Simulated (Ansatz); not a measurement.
**H4NOSbSi: basis-set convergence**

How large a basis does H4NOSbSi need? Two functionals are run in growing sets.

The runs use Ansatz 0.2.0, Gaussian basis; one geometry, several basis sets.

Levels to be run: PBE0-D4/def2-SVP; ωB97M-V/def2-SVP; PBE0-D4/def2-QZVPP; ωB97M-V/def2-QZVPP; the functionals' def2-TZVPP values are taken from earlier runs.

## Step 1: The relaxed structure

The geometry comes from an earlier relaxation with PBE0-D4 in a triple-zeta def2 set; it is a stationary point, not always the lowest conformer. Sb takes the def2 core potential; no spin-orbit term is included.

8 atoms, charge 0, spin multiplicity 1.

Atoms are counted from 1 here; the program's logs count them from 0.

Bond lengths: O1–Si2 1.641 Å, O1–H5 0.959 Å, Si2–N3 1.662 Å, Si2–Sb4 2.507 Å, Si2–H6 1.485 Å, N3–Sb4 2.112 Å, N3–H7 1.004 Å, Sb4–H8 1.725 Å. Angles: Si2–O1–H5 116.7°, O1–Si2–N3 118.0°, O1–Si2–Sb4 121.7°, O1–Si2–H6 108.4°, N3–Si2–Sb4 56.6°, N3–Si2–H6 119.1°, Sb4–Si2–H6 124.3°, Si2–N3–Sb4 82.3°, Si2–N3–H7 143.3°, Sb4–N3–H7 128.9°, Si2–Sb4–N3 41.1°, Si2–Sb4–H8 96.9°, N3–Sb4–H8 95.1°.

Coordinates:

```mol
H4NOSbSi
  3D, bonds by distance, orders not assigned

  8  8  0  0  0  0  0  0  0  0999 V2000
   -0.1667    1.5363   -1.2611 O   0  0
   -0.1314    0.5130    0.0215 Si  0  0
    1.0053   -0.7000    0.0206 N   0  0
   -0.7049   -1.9162   -0.2165 Sb  0  0
   -0.6410    2.3613   -1.1417 H   0  0
   -0.3413    1.3053    1.2600 H   0  0
    1.9615   -0.9068   -0.2041 H   0  0
   -0.8896   -2.2499    1.4655 H   0  0
  1  2  8  0
  2  3  8  0
  3  4  8  0
  1  5  8  0
  2  6  8  0
  3  7  8  0
  4  8  8  0
  2  4  8  0
M  END
```

## Step 2: PBE0-D4 in def2-SVP

File in.yaml:

```yaml
crystal:
  periodic: [false, false, false]
  atoms:
    - {symbol: O, position_ang: [-0.166698, 1.536274, -1.261066]}
    - {symbol: Si, position_ang: [-0.131374, 0.512985, 0.021486]}
    - {symbol: N, position_ang: [1.005285, -0.700011, 0.020551]}
    - {symbol: Sb, position_ang: [-0.704870, -1.916233, -0.216529]}
    - {symbol: H, position_ang: [-0.640979, 2.361291, -1.141697]}
    - {symbol: H, position_ang: [-0.341292, 1.305308, 1.259995]}
    - {symbol: H, position_ang: [1.961504, -0.906824, -0.204057]}
    - {symbol: H, position_ang: [-0.889575, -2.249890, 1.465518]}
basis:
  gaussian: {orbitals: def2-SVP}
hamiltonian: {xc: pbe0, dispersion: d4}
output: {orbitals: {seedname: orbitals}}
```

Started as:

```
> ansatz run in.yaml --threads 4 --pin off --events-out ev --progress --plain --max-ram 10444MiB
```

After this run come: ωB97M-V in def2-SVP; PBE0-D4 in def2-QZVPP; ωB97M-V in def2-QZVPP.

**Question.** What will the summary of the whole plan be? Wanted: PBE0-D4: double and triple zeta above quadruple; ωB97M-V: double and triple zeta above quadruple.

The runs gave:

```
                                       quantity          value
PBE0-D4: double and triple zeta above quadruple  8.35, 0.56 eV
ωB97M-V: double and triple zeta above quadruple  8.46, 0.53 eV
```

In words: For PBE0-D4 the step from double to triple zeta gains 7.80 eV and the next only 0.56 eV. These are total energies; as a rule much of such shifts cancels in differences, which this series doesn't test. The LUMO of ωB97M-V is positive and keeps falling with the basis (0.92 to 0.41 eV): an unbound level that the basis holds in place.
